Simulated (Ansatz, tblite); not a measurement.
# In9Sb10 wurtzite ring sphere (In9Sb10H26+): rung by rung

One table from this session's results is given with a row withheld; the runs are named, their logs left out.

Computed with Ansatz 0.2.0, Gaussian basis. Level: as each input shows.

Plan: GFN1-xTB, GFN2-xTB, PBE-D4/def2-SVP, r2SCAN-D4/def2-SVP, revPBE-D4/def2-SVP, ωB97M-V/def2-SVP, PBE0-D4/def2-TZVP, PBE-D4/def2-TZVP, MP2/def2-SVP, RPA/def2-SVP.

### The structure

The singlet was relaxed beforehand with r2SCAN-D4/def2-SVP.

45 atoms, charge 1, spin multiplicity 1.

Bond lengths: Sb1–In2 2.979 Å, Sb1–In5 2.832 Å, Sb1–H20 1.701 Å, Sb1–H21 1.701 Å, In2–Sb7 2.900 Å, In2–H22 1.713 Å, In2–H23 1.714 Å, Sb3–In4 2.935 Å, Sb3–In5 2.852 Å, Sb3–H24 1.704 Å, Sb3–H25 1.701 Å, In4–Sb9 2.935 Å, In4–H26 1.712 Å, In4–H27 1.710 Å, In5–Sb6 2.835 Å, In5–Sb14 2.808 Å, Sb6–In8 2.890 Å, Sb6–In10 2.835 Å and more. Angles: In2–Sb1–In5 120.7°, In2–Sb1–H20 114.6°, In2–Sb1–H21 114.6°, In5–Sb1–H20 103.9°, In5–Sb1–H21 103.5°, H20–Sb1–H21 96.2°, Sb1–In2–Sb7 91.8°, Sb1–In2–H22 102.3°, Sb1–In2–H23 102.2°, Sb7–In2–H22 108.3°, Sb7–In2–H23 108.1°, H22–In2–H23 135.0°, In4–Sb3–In5 132.7°, In4–Sb3–H24 107.1°, In4–Sb3–H25 109.8°, In5–Sb3–H24 103.3°, In5–Sb3–H25 102.1°, H24–Sb3–H25 95.8° and more.

In, Sb take a core potential in the def2 sets. No spin-orbit coupling is included. The ion is computed in the gas phase, without counter-ions or solvent.

PBE0-D4/def2-SVP was run before; its log isn't repeated, and its numbers join the tables.

The first run:

Tight binding, by tblite at 300 K electronic temperature and without a spin-polarisation term:

```python
tblite.interface.Calculator('GFN1-xTB', numbers, positions, charge=1, uhf=0).singlepoint()
```

Tight binding, by tblite at 300 K electronic temperature and without a spin-polarisation term:

```python
tblite.interface.Calculator('GFN2-xTB', numbers, positions, charge=1, uhf=0).singlepoint()
```

start.molden holds the orbitals of an earlier run on this state, given as this run's starting guess.

File in.yaml:

```yaml
crystal:
  periodic: [false, false, false]
  atoms:
    - {symbol: Sb, position_ang: [0.706034, -4.817874, -0.081753]}
    - {symbol: In, position_ang: [0.760084, -5.138912, 2.879582]}
    - {symbol: Sb, position_ang: [0.653930, -2.154766, -4.107706]}
    - {symbol: In, position_ang: [-0.883160, -0.510527, -5.991116]}
    - {symbol: In, position_ang: [0.765522, -2.242564, -1.259323]}
    - {symbol: Sb, position_ang: [-1.451588, -0.838434, -0.188000]}
    - {symbol: Sb, position_ang: [0.848008, -2.268397, 3.281202]}
    - {symbol: In, position_ang: [-1.581220, -0.912561, 2.698232]}
    - {symbol: Sb, position_ang: [-1.533691, 1.644305, -4.108284]}
    - {symbol: In, position_ang: [-1.557960, 1.783701, -1.260023]}
    - {symbol: Sb, position_ang: [-3.817951, 3.020050, -0.083517]}
    - {symbol: Sb, position_ang: [-1.539339, 1.869269, 3.280128]}
    - {symbol: In, position_ang: [-4.069182, 3.228214, 2.877868]}
    - {symbol: Sb, position_ang: [2.979575, -0.742778, -0.404373]}
    - {symbol: In, position_ang: [3.253529, -1.042291, 2.429799]}
    - {symbol: In, position_ang: [2.820640, 1.626183, -2.065156]}
    - {symbol: Sb, position_ang: [0.848765, 2.949204, -0.404654]}
    - {symbol: Sb, position_ang: [2.900844, 1.673543, 3.284442]}
    - {symbol: In, position_ang: [0.726365, 3.338339, 2.429128]}
    - {symbol: H, position_ang: [-0.598430, -5.589910, -0.853118]}
    - {symbol: H, position_ang: [1.930697, -5.660594, -0.907511]}
    - {symbol: H, position_ang: [-0.830490, -5.680109, 3.215953]}
    - {symbol: H, position_ang: [2.333739, -5.762762, 3.147116]}
    - {symbol: H, position_ang: [0.396537, -3.782528, -4.540028]}
    - {symbol: H, position_ang: [2.301259, -2.124319, -4.528825]}
    - {symbol: H, position_ang: [-2.362761, -1.362256, -6.123078]}
    - {symbol: H, position_ang: [0.278632, 0.158824, -7.052026]}
    - {symbol: H, position_ang: [-2.824912, -1.630357, -0.812911]}
    - {symbol: H, position_ang: [0.970834, -2.084348, 4.972221]}
    - {symbol: H, position_ang: [-3.001610, -1.731629, 3.235636]}
    - {symbol: H, position_ang: [-3.068004, 2.243313, -4.543522]}
    - {symbol: H, position_ang: [-0.675712, 3.051652, -4.526358]}
    - {symbol: H, position_ang: [-5.138375, 2.276061, -0.855265]}
    - {symbol: H, position_ang: [-3.935866, 4.501984, -0.909267]}
    - {symbol: H, position_ang: [-1.319626, 1.884273, 4.971275]}
    - {symbol: H, position_ang: [-5.332990, 2.121151, 3.214407]}
    - {symbol: H, position_ang: [-3.823337, 4.903179, 3.144769]}
    - {symbol: H, position_ang: [4.244631, -1.698218, -1.029448]}
    - {symbol: H, position_ang: [4.752787, -1.736515, 2.912600]}
    - {symbol: H, position_ang: [1.832291, 1.055941, -3.384793]}
    - {symbol: H, position_ang: [4.303380, 2.482618, -2.087688]}
    - {symbol: H, position_ang: [0.655045, 4.522491, -1.030156]}
    - {symbol: H, position_ang: [2.884120, 1.664013, 4.984564]}
    - {symbol: H, position_ang: [4.365972, 2.518881, 3.107275]}
    - {symbol: H, position_ang: [0.875382, 4.983960, 2.911201]}
basis:
  gaussian: {orbitals: def2-SVP, fitting: {mean_field: def2-universal-jkfit}, initial_orbitals: start.molden}
total_charge: 1
hamiltonian: {xc: pbe, dispersion: d4}
scf: {omitted_lower_state_checks: [starts]}
output: {forces: true, orbitals: {seedname: orbitals}}
```

Started as:

```
ansatz run in.yaml --threads 4 --pin off --events-out ev --progress --plain --max-ram 41984MiB --backend cuda --devices 0, --max-vram 37GiB
```

Among the steps run: PBE-D4/def2-SVP; r2SCAN-D4/def2-SVP; revPBE-D4/def2-SVP; ωB97M-V/def2-SVP; PBE0-D4/def2-TZVP; PBE-D4/def2-TZVP; MP2/def2-SVP; RPA/def2-SVP.

One of the session's tables, all rows but one given; the rest of the session is left out.

| level | HOMO (eV) | LUMO (eV) | gap (eV) |
| --- | --- | --- | --- |
| PBE-D4/def2-SVP | -7.99 | -5.30 | 2.69 |
| PBE-D4/def2-TZVP | -8.03 | -5.37 | 2.66 |
| revPBE-D4/def2-SVP | ? | ? | ? |
| r2SCAN-D4/def2-SVP | -8.21 | -5.18 | 3.02 |
| PBE0-D4/def2-SVP | -8.83 | -4.68 | 4.16 |
| PBE0-D4/def2-TZVP | -8.84 | -4.73 | 4.12 |
| ωB97M-V/def2-SVP | -10.53 | -3.16 | 7.37 |

Q: Estimate the row for revPBE-D4/def2-SVP from the others.

As computed: HOMO (eV): -7.94; LUMO (eV): -5.21; gap (eV): 2.73. In the column «HOMO (eV)» it is the highest.
